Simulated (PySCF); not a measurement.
**CH3B2Br (SMILES BrC1BB1) at TPSSh/x2c-TZVPPall (sfX2C)**

What is the vertical singlet–triplet gap of CH3B2Br at TPSSh/x2c-TZVPPall (sfX2C)? 

The calculation is run with PySCF 2.14.0.

### 1 Starting point

The species is CH3B2Br (7 atoms), meant as a singlet with charge 0. As SMILES, `BrC1BB1`. Geometry: relaxed at PBE0-D4/def2-TZVP.

Bond lengths: Br1–C2 1.896 Å, C2–B3 1.445 Å, C2–B4 1.604 Å, B3–B4 1.560 Å, C2–H5 1.154 Å, B3–H6 1.178 Å, B4–H7 1.187 Å. Some angles: Br1–C2–B3 141.4°, Br1–C2–B4 157.3°, B3–C2–B4 61.3°, C2–B3–B4 64.4°, C2–B4–B3 54.3°, Br1–C2–H5 98.5°, B3–C2–H5 120.1°, B4–C2–H5 58.8°, C2–B3–H6 140.1°, B4–B3–H6 155.5°.

### 2 A single-point energy at TPSSh/x2c-TZVPPall (sfX2C)

File run.py:

```python
from pyscf import gto, dft

mol = gto.M(
    atom='''
Br      -2.218900      -1.008100      -0.537700
C       -0.548400      -0.233600      -0.085800
B        0.110800       0.489700       0.976800
B        0.987200       0.189600      -0.278500
H        0.027700      -0.495600      -1.050400
H       -0.112900       0.921700       2.050200
H        1.815700       0.068500      -1.120300
''',
    max_memory=1860,
    spin=0,
    verbose=3,
    charge=0,
    basis='x2c-tzvppall',
)

mf = dft.RKS(mol)
mf.xc = 'tpssh'
mf = mf.sfx2c1e()
mf.grids.level = 4
mf.conv_tol = 1e-10
mf.kernel()
if not mf.converged:
    mf = mf.newton().run(mf.mo_coeff, mf.mo_occ)

e_final = mf.e_tot
print(f'total energy: {e_final:.8f} hartree')
```

Run with:

```sh
$ OMP_NUM_THREADS=1 python run.py
```

The log of the run:

```text
converged SCF energy = -2695.78239178021
total energy: -2695.78239178 hartree
```

Run time: 99 s. Hardware: 1 thread of Arm Neoverse V1, shared host; peak memory 1.8 GiB.

### 3 The triplet

File geometry.xyz:

```xyz
7
CH3B2Br
Br    -2.218900    -1.008100    -0.537700
C     -0.548400    -0.233600    -0.085800
B      0.110800     0.489700     0.976800
B      0.987200     0.189600    -0.278500
H      0.027700    -0.495600    -1.050400
H     -0.112900     0.921700     2.050200
H      1.815700     0.068500    -1.120300
```

File calc.py:

```python
from pyscf import gto, dft

mol = gto.M(
    atom='geometry.xyz',
    basis='x2c-tzvppall',
    verbose=4,
    spin=2,
    max_memory=1860,
)

myscf = dft.UKS(mol)
myscf.xc = 'tpssh'
myscf = myscf.sfx2c1e()
myscf.grids.level = 4
myscf.conv_tol = 1e-10
myscf.kernel()
if not myscf.converged:
    myscf = myscf.newton().run(myscf.mo_coeff, myscf.mo_occ)

e_final = myscf.e_tot
print('Final energy', e_final)
```

Run with:

```sh
$ OMP_NUM_THREADS=1 python calc.py
```

The log of the run:

```text
PySCF version 2.14.0

[INPUT] num. atoms = 7
[INPUT] num. electrons = 54
[INPUT] charge = 0
[INPUT] spin (= nelec alpha-beta = 2S) = 2
[INPUT] symmetry False subgroup None
[INPUT] Mole.unit = angstrom
[INPUT] Symbol           X                Y                Z      unit          X                Y                Z       unit  Magmom
[INPUT]  1 Br    -2.218900000000  -1.008100000000  -0.537700000000 AA   -4.193113297797  -1.905032906174  -1.016105737179 Bohr   0.0
[INPUT]  2 C     -0.548400000000  -0.233600000000  -0.085800000000 AA   -1.036325806711  -0.441440022698  -0.162138501488 Bohr   0.0
[INPUT]  3 B      0.110800000000   0.489700000000   0.976800000000 AA    0.209381654602   0.925398883200   1.845884478475 Bohr   0.0
[INPUT]  4 B      0.987200000000   0.189600000000  -0.278500000000 AA    1.865537630171   0.358292073218  -0.526288725691 Bohr   0.0
[INPUT]  5 H      0.027700000000  -0.495600000000  -1.050400000000 AA    0.052345413650  -0.936548267334  -1.984968321243 Bohr   0.0
[INPUT]  6 H     -0.112900000000   0.921700000000   2.050200000000 AA   -0.213350079463   1.741760569012   3.874316500583 Bohr   0.0
[INPUT]  7 H      1.815700000000   0.068500000000  -1.120300000000 AA    3.431175724373   0.129446239533  -2.117060177350 Bohr   0.0

[... 50 lines left out ...]
[... the frontier-level lines of each cycle are left out ...]
[... 11 lines left out ...]
[... 11 lines left out ...]
[... 11 lines left out ...]
[... 11 lines left out ...]
[... 11 lines left out ...]
[... 11 lines left out ...]
[... 11 lines left out ...]
[... 11 lines left out ...]
[... 5 lines left out ...]

cycle= 19 E= -2695.62157642474  delta_E= 1.17e-06  |g|= 0.000162  |ddm|= 0.0129


cycle= 20 E= -2695.62157565141  delta_E= 7.73e-07  |g|= 5.4e-05  |ddm|= 0.0183


cycle= 21 E= -2695.62157560966  delta_E= 4.17e-08  |g|= 5.01e-05  |ddm|= 0.00468


cycle= 22 E= -2695.62157561202  delta_E= -2.36e-09  |g|= 9.88e-06  |ddm|= 0.00111


cycle= 23 E= -2695.62157561197  delta_E= 4.87e-11  |g|= 5.79e-06  |ddm|= 0.00018


Extra cycle  E= -2695.62157561204  delta_E= -6.96e-11  |g|= 5.01e-06  |ddm|= 4.05e-05
converged SCF energy = -2695.62157561204  <S^2> = 2.0112931  2S+1 = 3.0075193
Final energy -2695.6215756120405
```

Run time: 5.9 min. Hardware: 1 thread of Arm Neoverse V1, shared host; peak memory 1.8 GiB.

### 4 Outcome

At TPSSh/x2c-TZVPPall (sfX2C):

| quantity | value |
| --- | --- |
| singlet: total energy | -2695.78239 Eh |
| singlet: dipole moment | 1.29 D |
| singlet: HOMO energy | -7.15 eV |
| singlet: LUMO energy | -1.42 eV |
| singlet: HOMO–LUMO gap | 5.73 eV |
| triplet: total energy | -2695.62158 Eh |
| triplet: dipole moment | 1.88 D |
| triplet: HOMO energy (highest over α and β) | -3.19 eV |
| triplet: ⟨S²⟩ | 2.011 |
| vertical energy of the triplet above the singlet | 4.376 eV |

In words: At this shape the triplet lies 4.38 eV (422 kJ/mol) above the singlet.
